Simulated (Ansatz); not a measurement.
Crystal: Zr3S2.

```xyz
5
Lattice="2.9025 1.6758 3.4878 -2.9025 1.6758 3.4878 0.0000 -3.3516 3.4878" Properties=species:S:1:pos:R:3 pbc="T T T"
Zr    0.9832    1.7029    5.2317
Zr    0.9832   -1.7029    5.2317
Zr   -1.9663    0.0000    5.2317
S     0.0000    0.0000    6.9583
S     0.0000    0.0000    3.5050
```

The cell comes from a database or a generator and needn't be the stable form of this composition.

Base run:

* Program: Ansatz 0.2.0
* Functional: HSE06
* Potentials or basis: Ansatz PAW
* Cutoff: 420 eV
* Density cutoff: 1680 eV
* k mesh: 4 × 4 × 4
* Occupations: fermi-dirac, width 0.05 eV
* Spin: no spin polarisation

Its results: band gap on the k mesh none (metal or under the smearing width); largest force 0.205 eV/Å.

The run is repeated on the same cell with these changes: functional from HSE06 to PBE0. What comes out?

Band gap on the k mesh 0.55 eV, indirect (least direct gap 1.17 eV); largest force 0.160 eV/Å.

Caveats: the PAW data sets come from PBE, with cores solved anew for the run's functional, which leaves a small shift of forces and pressure.

A k mesh can miss the band edges.

Not every run made on this cell is shown here.
